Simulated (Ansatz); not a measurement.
**In2CuO4: a trial structure relaxed**

Aim: relax In2CuO4 from this start, structure reported for this formula (I4/mmm, No. 139), and see where it ends.

Computed with Ansatz 0.2.0 (DFT PBE, scalar-relativistic, plane waves, PAW, unless a step's input says otherwise).

### Step 1. Starting point

The structure is tetragonal, space group I4/mmm (No. 139). The conventional cell has a = 3.957 Å, b = 3.957 Å, c = 12.080 Å, α = 90.00°, β = 90.00°, γ = 90.00°. In (site symmetry 4mm) is surrounded by 8 O at 2.34 to 2.66 Å. Cu (site symmetry 4/mmm) is surrounded by 4 O at 1.98 Å. Around O (site symmetry mmm) lie 2 Cu at 1.98 Å and 4 In at 2.66 Å. Around O (site symmetry -4m2) lie 4 In at 2.34 Å.

As a file:

```cif
data_structure
_symmetry_space_group_name_H-M 'P 1'
_symmetry_Int_Tables_number 1
_cell_length_a 6.6566
_cell_length_b 6.6566
_cell_length_c 6.6566
_cell_angle_alpha 145.418
_cell_angle_beta 145.418
_cell_angle_gamma 49.712
_cell_volume 94.57
loop_
_atom_site_label
_atom_site_type_symbol
_atom_site_fract_x
_atom_site_fract_y
_atom_site_fract_z
_atom_site_occupancy
In1 In 0.35290 0.35290 0.00000 1
In2 In 0.64710 0.64710 0.00000 1
Cu1 Cu 0.00000 0.00000 0.00000 1
O1 O 0.50000 0.00000 0.50000 1
O2 O 0.00000 0.50000 0.50000 1
O3 O 0.75000 0.25000 0.50000 1
O4 O 0.25000 0.75000 0.50000 1
```

(A quick probe on a coarse mesh, which set the mesh and smearing, is not shown.)

### Step 3. A loose first relaxation

The input, input.yaml:

```yaml
crystal:
  lattice:
    - [-1.9785, 1.9785, 6.04]
    - [1.9785, -1.9785, 6.04]
    - [1.9785, 1.9785, -6.04]
  atoms:
    - { symbol: In, position: [0.3529, 0.3529, 0.0] }
    - { symbol: In, position: [0.6471, 0.6471, 0.0] }
    - { symbol: Cu, position: [0.0, 0.0, 0.0], spin: 0.18 }
    - { symbol: O, position: [0.5, 0.0, 0.5], spin: 0.05 }
    - { symbol: O, position: [0.0, 0.5, 0.5], spin: 0.05 }
    - { symbol: O, position: [0.75, 0.25, 0.5] }
    - { symbol: O, position: [0.25, 0.75, 0.5] }
basis:
  ecutwfc: 420
kpoints:
  mp_grid: { grid: [6, 6, 6] }
hamiltonian:
  xc: pbe
scf:
  occupations: { method: gaussian, width: 0.1 }
  lower_state_search: "off"
output:
  forces: true
  stress: true
  eigenvalues: true
  populations: true
magnetization:
  spin_polarized: true
relax:
  adjacent_minimum: "off"
  f_tol: 0.04
  max_steps: 70
  cell: { stress_tol: 0.4 }
```

Started as:

```bash
$ ansatz run input.yaml --threads 1 --pin off --max-ram 2560MiB --backend cpu --events-out ev --progress --plain --runs-dir out
```

Further runs follow: the relaxation.

Before running it: what results should come out?

As calculated:

Formation energies count from the elements, computed with the same settings in runs not shown here.

```
                          quantity                                                                       value
               cell (conventional)  a = 3.837 Å, b = 3.837 Å, c = 11.365 Å, α = 90.00°, β = 90.00°, γ = 90.00°
                       space group                                                            I4/mmm (No. 139)
                            volume                                                               11.95 Å³/atom
                   gap on the mesh                                                                none (metal)
formation energy from the elements                                                              -1.029 eV/atom
```

In words: The space group stayed I4/mmm, and from the first guess the volume went from 13.51 to 11.95 Å³/atom. With -1.03 eV/atom it lies under the elements, which doesn't yet make it stable against other compounds of them.
